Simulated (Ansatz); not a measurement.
# F₂H₄O₃Si₂: basis-set convergence

Aim: see how fast density functionals converge with the basis set for F₂H₄O₃Si₂.

The runs use Ansatz 0.2.0, Gaussian basis; one geometry, several basis sets.

Plan: PBE0-D4/def2-SVP; ωB97M-V/def2-SVP; PBE0-D4/def2-QZVPP; ωB97M-V/def2-QZVPP; the functionals' def2-TZVPP values are taken from earlier runs.

## Step 1: The geometry

The geometry comes from an earlier relaxation with PBE0-D4 in a triple-zeta def2 set; it is a stationary point, not always the lowest conformer.

SMILES `O[SiH](O)O[SiH](F)F`, 11 atoms, charge 0, spin multiplicity 1.

Atoms are counted from 1 here; the program's logs count them from 0.

Bond lengths: O1–Si2 1.634 Å, O1–H8 0.958 Å, Si2–O3 1.629 Å, Si2–O4 1.634 Å, Si2–H9 1.470 Å, O3–H10 0.959 Å, O4–Si5 1.602 Å, Si5–F6 1.588 Å, Si5–F7 1.579 Å, Si5–H11 1.464 Å. Angles: Si2–O1–H8 117.9°, O1–Si2–O3 113.1°, O1–Si2–O4 104.0°, O1–Si2–H9 112.9°, O3–Si2–O4 111.8°, O3–Si2–H9 105.8°, O4–Si2–H9 109.3°, Si2–O3–H10 118.9°, Si2–O4–Si5 145.4°, O4–Si5–F6 109.0°, O4–Si5–F7 109.6°, O4–Si5–H11 112.7°, F6–Si5–F7 106.9°, F6–Si5–H11 109.5°, F7–Si5–H11 109.1°.

## Step 2: PBE0-D4 in def2-SVP

File in.yaml:

```yaml
crystal:
  periodic: [false, false, false]
  atoms:
    - {symbol: O, position_ang: [-1.618177, -1.053906, -0.917424]}
    - {symbol: Si, position_ang: [-1.213599, 0.143603, 0.117567]}
    - {symbol: O, position_ang: [-1.082494, -0.361072, 1.661198]}
    - {symbol: O, position_ang: [0.209721, 0.700787, -0.461003]}
    - {symbol: Si, position_ang: [1.799585, 0.502696, -0.466652]}
    - {symbol: F, position_ang: [2.177013, -0.676189, 0.528196]}
    - {symbol: F, position_ang: [2.498517, 1.807408, 0.083080]}
    - {symbol: H, position_ang: [-2.420911, -1.546321, -0.741122]}
    - {symbol: H, position_ang: [-2.192707, 1.239397, 0.135936]}
    - {symbol: H, position_ang: [-0.417221, -1.016700, 1.880359]}
    - {symbol: H, position_ang: [2.325773, 0.203299, -1.799532]}
basis:
  gaussian: {orbitals: def2-SVP}
hamiltonian: {xc: pbe0, dispersion: d4}
output: {orbitals: {seedname: orbitals}}
```

After this run come: ωB97M-V in def2-SVP; PBE0-D4 in def2-QZVPP; ωB97M-V in def2-QZVPP.

Before running them: what should the planned runs give, taken together? Wanted: PBE0-D4: double and triple zeta above quadruple; ωB97M-V: double and triple zeta above quadruple.

As calculated:

```
                                       quantity           value
PBE0-D4: double and triple zeta above quadruple  22.35, 1.26 eV
ωB97M-V: double and triple zeta above quadruple  22.53, 1.17 eV
```

For PBE0-D4 the step from double to triple zeta gains 21.10 eV and the next only 1.26 eV. These are total energies; as a rule much of such shifts cancels in differences, which this series doesn't test. The LUMO of ωB97M-V is positive and keeps falling with the basis (2.79 to 1.36 eV): an unbound level that the basis holds in place.
